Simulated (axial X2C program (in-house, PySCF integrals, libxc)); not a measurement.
**AuSn⁺: properties at the nuclei**

Wanted for AuSn⁺: properties at the nuclei, at the two-component level.

Computed with an in-house X2C program for linear molecules on PySCF integrals. Level: two-component X2C with atomic mean-field terms, Au dyall-cv3z, Sn dyall-cv3z.

All values are calculated.

### Step 1. The job

Contents of task.json:

```json
{
 "zs": [
  79,
  50
 ],
 "q": 1,
 "bas": [
  "dyall-cv3z",
  "dyall-cv3z"
 ],
 "r0": 2.64,
 "levels": [
  "PBE0",
  "HF",
  "BHandHLYP",
  "B3LYP",
  "PBE"
 ],
 "nst": 2
}
```

Keys: zs atomic numbers; q charge; bas basis sets; r0 starting distance in Å; levels methods (HF also brings MP2); nst determinants followed.

Run with:

```console
$ python soeom.py task.json out
```

The runs that follow: Expectation values, lowest determinant; Expectation values, a higher determinant.

Before running it: what results should come out? Wanted: lowest determinant; qzz Au; qzz Sn; higher determinant; Eeff magnitude; Ws magnitude Au; A∥/gI Au (for each run or level that gives them).

As calculated:

```
                                        quantity                                      value
                              lowest determinant                       Ω = 0 (closed shell)
                             qzz Au (a.u.), PBE0                                       1.62
                             qzz Sn (a.u.), PBE0                                      -9.01
                              higher determinant  Ω = 1 (excess of +ω over −ω: 2 × ω = 1/2)
Eeff magnitude (GV/cm), PBE0, higher determinant                                       39.6
 Ws magnitude Au (kHz), PBE0, higher determinant                                       35.2
        A∥/gI Au (MHz), PBE0, higher determinant                                      12300
         qzz Au (a.u.), PBE0, higher determinant                                       1.51
```

**Reading.** The expectation values come from single determinants, which for open shells can mix terms of unlike spin or miss the lowest Ω, so a determinant need not be a state. Eeff is the effective electric field on the electron dipole moment in this Ω state and Ws the scalar–pseudoscalar constant (defined with the proton number Z and per Ω); A∥ is the parallel hyperfine constant, which follows by multiplying with the nuclear g factor gI = μI/(I μN); qzz is the electric field gradient, eQq0 = 234.96 MHz × Q/barn × qzz. The operators were transformed with the bare-nucleus X2C matrices.
